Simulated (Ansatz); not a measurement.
# B: the cost of one run

Program: Ansatz 0.2.0. Level of theory: DFT r2SCAN, scalar-relativistic, plane waves, PAW. These are calculated values, not measurements.

The COD cell was measured well above room temperature, so it is larger than a cold one.

## (1) Starting point

It takes space group Im-3m (No. 229, cubic). The conventional cell has a = 2.486 Å, b = 2.486 Å, c = 2.486 Å, α = 90.00°, β = 90.00°, γ = 90.00°. B (site symmetry m-3m) has 8 B at 2.15 Å as nearest neighbours.

Structure file:

```xyz
1
Lattice="-1.2430 1.2430 1.2430 1.2430 -1.2430 1.2430 1.2430 1.2430 -1.2430" Properties=species:S:1:pos:R:3 pbc="T T T"
B     0.0000    0.0000    0.0000
```

This is candidate A: bcc type (Im-3m, No. 229).

(A quick probe on a coarse mesh, which set the mesh and smearing, is not shown.)

## (3) Coarse relaxation (candidate A)

Input file input.yaml:

```yaml
crystal:
  lattice:
    - [-1.2429643298, 1.2429643298, 1.2429643298]
    - [1.2429643298, -1.2429643298, 1.2429643298]
    - [1.2429643298, 1.2429643298, -1.2429643298]
  atoms:
    - { symbol: B, position: [0.0, 0.0, 0.0] }
basis:
  ecutwfc: 500
kpoints:
  mp_grid: { grid: [10, 10, 10] }
hamiltonian:
  xc: r2scan
scf:
  occupations: { method: gaussian, width: 0.1 }
  lower_state_search: "off"
output:
  forces: true
  stress: true
  eigenvalues: true
relax:
  adjacent_minimum: "off"
  f_tol: 0.04
  max_steps: 70
  cell: { stress_tol: 0.4 }
```

**Question.** How long does this run take on 1 thread of an x86-64 CPU, shared host, and how much memory does it need?

About 1.7 s, with a peak of 0.39 GiB.
